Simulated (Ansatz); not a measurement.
# HfSi: the cost of one run

Method: def2-QZVPP, core rule «outside noble gas», up to 9 orbitals frozen; program: Ansatz 0.2.0, Gaussian basis.

The runs, in order: UHF; ROHF; CCSD(T) on UHF.

## 1. The geometry

The geometry is a PBE0/def2-TZVP stationary point (not a proven minimum) of the parent state, kept for this charge and spin. No spin-orbit coupling is included. Elements past krypton take def2 core potentials.

2 atoms, charge 1, spin multiplicity 6.

Atoms are counted from 1 here; the program's logs count them from 0.

Bond lengths: Hf1–Si2 2.547 Å.

As a file:

```xyz
2

Hf    0.0000    0.0000    0.0000
Si    0.0000    0.0000    2.5470
```

## 2. UHF

in.yaml

```yaml
crystal:
  periodic: [false, false, false]
  atoms:
    - {symbol: Hf, position_ang: [0.000000, 0.000000, 0.000000]}
    - {symbol: Si, position_ang: [0.000000, 0.000000, 2.547000]}
basis:
  gaussian: {orbitals: "def2-QZVPP.json"}
total_charge: 1
magnetization: {spin_polarized: true, initial_magnetization: 5}
hamiltonian: {xc: hf}
output: {orbitals: {seedname: orbitals}}
```

Run with:

```
ansatz run in.yaml --threads 1 --pin off --events-out ev --progress --plain --max-ram 4096MiB --backend cpu
```

**Question.** How long does this run take on 1 thread of AMD EPYC 7R13, shared host, and how much memory does it need?

About 15 s, with a peak of 0.37 GiB.
